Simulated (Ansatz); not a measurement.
# SrMn2As2 (P-3m1): equation of state

The task here is to estimate one member of a computed series from the others.

Method: DFT LDA, scalar-relativistic, plane waves, PAW, in Ansatz 0.2.0.

## The starting structure

The structure is trigonal, space group P-3m1 (No. 164). Conventional cell: a = 3.996 Å, b = 3.996 Å, c = 7.107 Å, α = 90.00°, β = 90.00°, γ = 120.00°. Sr (site symmetry -3m) has 6 As at 3.05 Å as nearest neighbours. Mn (site symmetry 3m) is surrounded by 4 As at 2.31 to 2.44 Å. As (site symmetry 3m) has 4 Mn at 2.31 to 2.44 Å and 3 Sr at 3.05 Å as nearest neighbours.

Coordinates:

```
CELL_PARAMETERS angstrom
3.99609 0.00000 0.00000
-1.99804 3.46071 0.00000
0.00000 0.00000 7.10743
ATOMIC_POSITIONS crystal
Sr 0.00000 0.00000 0.00000
Mn 0.33333 0.66667 0.60697
Mn 0.66667 0.33333 0.39303
As 0.33333 0.66667 0.28153
As 0.66667 0.33333 0.71847
```

An earlier run at LDA left this cell at 19.658 Å³/atom and 0.03 GPa (12×12×6 mesh). The large moments point both ways and cancel.

Volume factors to run: 0.980, 1.020, 0.960, 1.040.

Set-up of the first run:

input.yaml reads:

```yaml
crystal:
  lattice:
    - [3.9692686649, 0.0, 0.0]
    - [-1.9846343325, 3.4374874983, 0.0]
    - [0.0, 0.0, 7.0597241117]
  atoms:
    - { symbol: Sr, position: [0.0, 0.0, 1.2351e-06] }
    - { symbol: Mn, position: [0.3333333333, 0.6666666667, 0.6069665949], spin: 3.01 }
    - { symbol: Mn, position: [0.6666666667, 0.3333333333, 0.3930323912], spin: -3.01 }
    - { symbol: As, position: [0.3333333333, 0.6666666667, 0.2815319308] }
    - { symbol: As, position: [0.6666666667, 0.3333333333, 0.718467848] }
basis:
  ecutwfc: 420
  ecutrho_ratio: 4
kpoints:
  mp_grid: { grid: [12, 12, 6] }
hamiltonian:
  xc: lda
scf:
  occupations: { method: gaussian, width: 0.05 }
output:
  forces: true
  stress: true
  eigenvalues: true
  populations: true
magnetization:
  spin_polarized: true
relax:
  f_tol: 0.01
  max_steps: 40
  cell: { stress_tol: 0.1, fix: [volume] }
```

Launch:

```sh
> ansatz run input.yaml --threads 2 --pin off --max-ram 5120MiB --backend cpu --events-out ev --progress --plain --runs-dir out
```

Steps of the session up to this table: Scaling the volume by 0.980; At 1.020 of the relaxed volume; At 0.960 of the relaxed volume; At 1.040 of the relaxed volume.

One of the session's tables, all rows but one given; the rest of the session is left out.

It belongs to the step «The fit». 

```
volume (Å³/atom)  energy (meV/atom)  pressure (GPa)  moment of atom 2 (μB)
          18.872               6.75            2.80                   2.54
          19.265               1.68            1.34                   2.64
          19.658               0.00            0.03                   2.74
          20.051                  ?               ?                      ?
          20.445               5.53           -2.23                   2.91
```

Q: Estimate the row for volume (Å³/atom) = 20.051 from the others.

Worked estimate for «energy (meV/atom)». A straight line through the neighbours (19.658, 0.00) and (20.445, 5.53) gives 0.00 + (5.53 − 0.00) × (20.051 − 19.658) / (20.445 − 19.658) = 2.76; a parabola fitted to 3 rows on both sides gives 1.28.

As computed: energy (meV/atom): 1.38; pressure (GPa): -1.16; moment of atom 2 (μB): 2.83. In «energy (meV/atom)» the line misses by +1.38 and the parabola by -0.10.

To keep in mind: Warnings in the runs' records: stability check not made.
